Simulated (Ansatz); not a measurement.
# ZnMeBr (CH3BrZn): structure and electronic state

What does ZnMeBr (CH3BrZn) look like as a singlet, and where do its frontier electrons sit?

Program: Ansatz 0.2.0, Gaussian basis. Level of theory: RKS PBE0-D4/def2-TZVP. These are calculated values, not measurements.

The runs, in order: relaxation at PBE0-D4/def2-TZVP; a search for the lowest solution at PBE0-D4/def2-SVP; a single point at PBE0-D4/def2-TZVP.

**1. The starting structure**

6 atoms, charge 0, spin multiplicity 1.

Atoms are counted from 1 here; the program's logs count them from 0.

Bond lengths: Zn1–C2 2.005 Å, Zn1–Br6 2.300 Å, C2–H3 1.084 Å, C2–H4 1.083 Å, C2–H5 1.083 Å. Angles: C2–Zn1–Br6 178.7°, Zn1–C2–H3 111.1°, Zn1–C2–H4 111.1°, Zn1–C2–H5 111.0°, H3–C2–H4 107.8°, H3–C2–H5 107.8°, H4–C2–H5 108.0°.

The start is a GFN2-xTB geometry.

**2. Optimising with PBE0-D4/def2-TZVP**

Input file in.yaml:

```yaml
crystal:
  periodic: [false, false, false]
  atoms:
    - {symbol: Zn, position_ang: [-0.010700, 0.019750, -1.147480]}
    - {symbol: C, position_ang: [0.003980, -0.000660, 0.856980]}
    - {symbol: H, position_ang: [-0.439740, 0.902060, 1.259730]}
    - {symbol: H, position_ang: [1.015400, -0.070930, 1.237940]}
    - {symbol: H, position_ang: [-0.556690, -0.844760, 1.240360]}
    - {symbol: Br, position_ang: [-0.012250, -0.005460, -3.447520]}
basis:
  gaussian: {orbitals: def2-TZVP}
hamiltonian: {xc: pbe0, dispersion: d4}
scf: {lower_state_search: "off"}
output: {orbitals: {seedname: orbitals}}
relax: {f_tol: 0.02, max_steps: 100}
```

Started as:

```bash
$ ansatz run in.yaml --threads 4 --pin off --events-out ev --progress --plain --max-ram 3916MiB
```

After this run come: Searching for the lowest solution, PBE0-D4/def2-SVP; Single point, PBE0-D4/def2-TZVP.

Q: Predict the results of all the runs planned. Wanted: point group; near neighbours of the metal; HOMO, LUMO at PBE0-D4/def2-TZVP; charge on the metal; dipole at PBE0-D4/def2-TZVP.

The runs gave:

```
                                         quantity              value
                                      point group                C3v
                     near neighbours of the metal  C 1.93, Br 2.25 Å
                  HOMO, LUMO at PBE0-D4/def2-TZVP    -8.16, -0.57 eV
charge on the metal (Mulliken, PBE0-D4/def2-TZVP)            +0.46 e
                      dipole at PBE0-D4/def2-TZVP             2.36 D
```

The molecule keeps its bonding pattern by the stored test; the atoms moved 0.06 Å (rms). The metal has 2 near neighbours by the distance rule, from 1.93 to 2.25 Å. No usable vibrations, so a minimum isn't proven. The HOMO lies nearest to Br6 92 %; Zn1 7 % and the LUMO to Zn1 43 %; Br6 21 %.
